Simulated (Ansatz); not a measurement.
# H2 with PH3: structure and interaction energy

Aim: relax the pair, then compute its interaction energy with counterpoise at many levels, up to CCSD(T).

Program: Ansatz 0.2.0, Gaussian basis. Level of theory: PBE0-D4 structure, single points in def2-TZVPPD. These are calculated values, not measurements.

Levels: PBE-D4, revPBE-D4, BLYP-D4, r2SCAN-D4, B97M-V, PBE0-D4, B3LYP-D4, HSE06-D4, wB97X-V, wB97M-V, B2PLYP, Hartree-Fock, MP2, CCSD, CCSD(T). The reference is CCSD(T) extrapolated to the basis limit.

Cores are frozen in the correlated methods. B3LYP uses VWN-RPA correlation. B2PLYP carries no dispersion term here.

176 further runs of the same task are left out: 176 set aside as unsound or not needed.

## 1. The system as given

The pair, from a GFN2-xTB docking trial: 6 atoms, charge 0, spin multiplicity 1.

Atoms are counted from 1 here; the program's logs count them from 0.

Bond lengths: H1–H2 0.796 Å, P3–H4 1.386 Å, P3–H5 1.392 Å, P3–H6 1.390 Å. Angles: H4–P3–H5 92.3°, H4–P3–H6 92.2°, H5–P3–H6 92.1°.

Geometry (Å):

```
atom    x (Å)    y (Å)    z (Å)
  H1   0.0477  -0.1033  -1.7165
  H2  -0.0204  -0.0051  -2.5031
  P3   0.3647  -0.2749   0.7314
  H4   0.3969  -0.2550   2.1170
  H5  -1.0134  -0.4677   0.7099
  H6   0.2245   1.1059   0.6612
```

Atoms 1 to 2 are fragment A (H2), the rest fragment B (PH3).

## 2. A first relaxation in a small basis

Input file pre/in.yaml:

```yaml
crystal:
  periodic: [false, false, false]
  atoms:
    - {symbol: H, position_ang: [0.047700, -0.103300, -1.716500]}
    - {symbol: H, position_ang: [-0.020400, -0.005100, -2.503100]}
    - {symbol: P, position_ang: [0.364700, -0.274900, 0.731400]}
    - {symbol: H, position_ang: [0.396900, -0.255000, 2.117000]}
    - {symbol: H, position_ang: [-1.013400, -0.467700, 0.709900]}
    - {symbol: H, position_ang: [0.224500, 1.105900, 0.661200]}
basis:
  gaussian: {orbitals: def2-SVP}
hamiltonian: {xc: pbe, dispersion: d4}
relax: {f_tol: 0.03, max_steps: 250}
```

Command:

```console
$ ansatz run in.yaml --threads 2 --pin off --events-out ev --progress --plain --max-ram 5222MiB
```

After this run come: Relaxation at PBE0-D4; PBE-D4/def2-TZVPPD; r2SCAN-D4/def2-TZVPPD; PBE0-D4/def2-TZVPPD; B3LYP-D4/def2-TZVPPD; wB97X-V/def2-TZVPPD; wB97M-V/def2-TZVPPD; B2PLYP/def2-TZVPPD; BLYP-D4/def2-TZVPPD; revPBE-D4/def2-TZVPPD; B97M-V/def2-TZVPPD; HSE06-D4/def2-TZVPPD; CCSD(T)/def2-TZVPPD; Hartree-Fock/STO-3G; PBE-D4/STO-3G; B3LYP-D4/6-31G; SPW92/def2-SVP; PBE-D4/def2-SVP; PBE0-D4/def2-SVP; wB97M-V/def2-SVP; CCSD(T)/def2-SVP; Vibrations of the pair.

Before running it: what results should come out? Wanted: interaction energy, CCSD(T)/CBS; of it Hartree-Fock; D4 term of PBE0-D4; shortest contact; lowest wavenumber.

**Answer**, as computed:

```
                        quantity         value
 interaction energy, CCSD(T)/CBS  -1.23 kJ/mol
of it Hartree-Fock (basis limit)  +1.27 kJ/mol
              D4 term of PBE0-D4  -1.18 kJ/mol
                shortest contact  H1–P3 3.18 Å
               lowest wavenumber       13 cm⁻¹
```

In words: The pair is bound by 1.23 kJ/mol at fixed fragment shapes. Hartree-Fock doesn't bind it at this geometry, so correlation, mostly dispersion, holds it together. wB97M-V is the best functional here (+0.07 kJ/mol from CCSD(T)/CBS); PBE-D4 is the worst (-1.30 kJ/mol). By rung, the mean size of the error is: GGA 0.71, meta-GGA 0.44, hybrid 0.48, screened hybrid 0.88, range-separated hybrid 0.11, double hybrid 1.17 kJ/mol. PBE-D4 gives an interaction energy 1.30 kJ/mol too low, an error of 106 % of the reference. CCSD(T) moves by -0.34 kJ/mol from triple zeta to the limit; gaps between functionals far smaller than that don't rank them. A lower arrangement may exist.
